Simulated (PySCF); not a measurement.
# SiHBrO (SMILES O[Si]Br): r2SCAN/def2-SVP

What is the vertical singlet–triplet gap of SiHBrO at r2SCAN/def2-SVP? 

The results are computed with PySCF 2.14.0.

## (1) The system as given

SiHBrO: 4 atoms, total charge 0, spin state singlet. As SMILES, `O[Si]Br`. The coordinates come from a PBE0-D4/def2-TZVP relaxation.

Bond lengths: O1–Si2 1.636 Å, Si2–Br3 2.289 Å, O1–H4 0.963 Å. Angles: O1–Si2–Br3 101.2°, Si2–O1–H4 120.7°.

## (2) The energy at r2SCAN/def2-SVP

The input, geometry.xyz:

```xyz
4
BrHOSi
O     -0.885200     0.465100    -0.454500
Si    -0.590500    -0.799600     0.539800
Br     1.692600    -0.725200     0.691600
H     -0.161400     0.999400    -0.797200
```

The input, calc.py:

```python
from pyscf import gto, dft

molecule = gto.M(
    atom='geometry.xyz',
    max_memory=1860,
    basis='def2-svp',
    verbose=3,
)

myscf = dft.RKS(molecule, xc='r2scan')
myscf.conv_tol = 1e-10
myscf.grids.level = 4
myscf.kernel()
if not myscf.converged:
    myscf = myscf.newton().run(myscf.mo_coeff, myscf.mo_occ)

etot = myscf.e_tot
print('Final energy', etot)
```

Launch:

```sh
OMP_NUM_THREADS=1 python calc.py
```

Standard output:

```text
converged SCF energy = -2938.99798093958
Final energy -2938.9979809395795
```

Run time: 12 s. Hardware: 1 thread of Arm Neoverse V1, shared host; peak memory 0.35 GiB.

## (3) The triplet at the same level

The input, calc.py:

```python
from pyscf import gto, dft

system = gto.M(
    atom='''
O     -1.672786     0.878912    -0.858881
Si    -1.115883    -1.511025     1.020074
Br     3.198550    -1.370429     1.306935
H     -0.305002     1.888592    -1.506490
''',
    max_memory=1860,
    basis='def2-svp',
    unit='bohr',
    verbose=3,
    spin=2,
)

mf = dft.UKS(system, xc='r2scan')
mf.grids.level = 4
mf.conv_tol = 1e-10
mf.kernel()
if not mf.converged:
    mf = mf.newton().run(mf.mo_coeff, mf.mo_occ)

e_final = mf.e_tot
print('E(%s) = %.9f' % ('R2SCAN', e_final))
```

Launch:

```sh
OMP_NUM_THREADS=1 python calc.py
```

Standard output:

```text
WARN: HOMO -0.111363350288619 >= LUMO -0.257247371364003

WARN: HOMO -0.0693232891314732 >= LUMO -0.149647106101059

WARN: HOMO -0.132309031051386 >= LUMO -0.192123886026481

WARN: HOMO -0.138388489883412 >= LUMO -0.200015234851279

WARN: HOMO -0.145912310032615 >= LUMO -0.198069363901204

WARN: HOMO -0.141670081909421 >= LUMO -0.191081591425412

WARN: HOMO -0.142764502881993 >= LUMO -0.190813042847199

WARN: HOMO -0.142603848744684 >= LUMO -0.190250867109942

WARN: HOMO -0.142682699053935 >= LUMO -0.190236967003384

WARN: HOMO -0.142665754040904 >= LUMO -0.190210959590429

WARN: HOMO -0.142671418140956 >= LUMO -0.190214959561855

WARN: HOMO -0.142672874607123 >= LUMO -0.190214837158263

WARN: HOMO -0.142672797485002 >= LUMO -0.190214492492333

WARN: HOMO -0.142672802255194 >= LUMO -0.190214448201918

converged SCF energy = -2938.90035474775  <S^2> = 2.0035372  2S+1 = 3.0023572
E(R2SCAN) = -2938.900354748
```

It took 25 s on 1 thread of Arm Neoverse V1, shared host; peak memory 0.36 GiB.

## (4) Outcome

Level: r2SCAN/def2-SVP.

| quantity | value |
| --- | --- |
| singlet: total energy | -2938.99798 Eh |
| singlet: dipole moment | 1.29 D |
| singlet: HOMO energy | -6.58 eV |
| singlet: LUMO energy | -2.77 eV |
| singlet: HOMO–LUMO gap | 3.81 eV |
| triplet: total energy | -2938.90035 Eh |
| triplet: dipole moment | 0.52 D |
| triplet: HOMO energy (highest over α and β) | -3.88 eV |
| triplet: ⟨S²⟩ | 2.004 |
| vertical energy of the triplet above the singlet | 2.657 eV |

In words: At this shape the triplet lies 2.66 eV (61 kcal/mol) above the singlet. Mulliken charges (triplet) run from -0.41 on O1 to +0.43 on Si2; they depend strongly on the basis.
